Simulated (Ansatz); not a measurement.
**TiSi: an axial (c/a) deformation path**

One table from this session's results is given with a row withheld; the runs are named, their logs left out.

Method: DFT PBEsol, scalar-relativistic, plane waves, PAW, in Ansatz 0.2.0.

### The system as given

Symmetry: Cmmm, No. 65, orthorhombic system. Conventional cell: a = 3.632 Å, b = 4.235 Å, c = 3.804 Å, α = 90.00°, β = 90.00°, γ = 90.00°. Ti (site symmetry mmm) is surrounded by 8 Si at 2.63 to 2.85 Å and 4 Ti at 2.79 Å. Si (site symmetry mmm) is surrounded by 8 Ti at 2.63 to 2.85 Å.

Structure file:

```xyz
2
Lattice="1.8162 -2.1176 0.0000 1.8162 2.1176 0.0000 0.0000 0.0000 3.8039" Properties=species:S:1:pos:R:3 pbc="T T T"
Ti    1.8162    0.0000    0.0000
Si    0.0000    0.0000    1.9020
```

It goes back to an entry of the Materials Project, which need not be the stable form.

No relaxation comes first: the listed cell is the starting point.

The first run:

Contents of input.yaml:

```yaml
crystal:
  lattice:
    - [1.816178, -2.117624, 0.0]
    - [1.816178, 2.117624, 0.0]
    - [0.0, 0.0, 3.803934]
  atoms:
    - { symbol: Ti, position: [0.5, 0.5, 0.0] }
    - { symbol: Si, position: [0.0, 0.0, 0.5] }
basis:
  ecutwfc: 420
kpoints:
  mp_grid: { grid: [20, 20, 14] }
hamiltonian:
  xc: pbesol
scf:
  occupations: { method: gaussian, width: 0.15 }
output:
  forces: true
  stress: true
  eigenvalues: true
```

Launch:

```bash
ansatz run input.yaml --threads 1 --pin off --max-ram 2560MiB --backend cpu --events-out ev --progress --plain --runs-dir out
```

Steps of the session up to this table: Zero of the scan; At ρ = 0.850; ρ = 1.200; ρ = 0.920; ρ = 1.100; ρ = 0.960; ρ = 1.050; ρ = 0.800; At ρ = 1.300.

One of the session's tables, all rows but one given; the rest of the session is left out.

```
    ρ  ΔE (meV/atom)  pressure (GPa)
0.800          123.0             0.5
0.850           77.1            -0.7
0.920           24.7            -2.5
0.960              ?               ?
1.000            0.0            -4.3
1.050            7.6            -5.1
1.100           30.4            -5.6
1.200          119.6            -5.7
1.300          265.2            -4.4
```

Q: Estimate the row for ρ = 0.960 from the others.

Worked estimate for «ΔE (meV/atom)». A straight line through the neighbours (0.920, 24.7) and (1.000, 0.0) gives 24.7 + (0.0 − 24.7) × (0.960 − 0.920) / (1.000 − 0.920) = 12.4; a parabola fitted to 4 rows on both sides gives 7.4.

As computed: ΔE (meV/atom): 6.8; pressure (GPa): -3.5. In «ΔE (meV/atom)» the line misses by +5.6 and the parabola by +0.6.
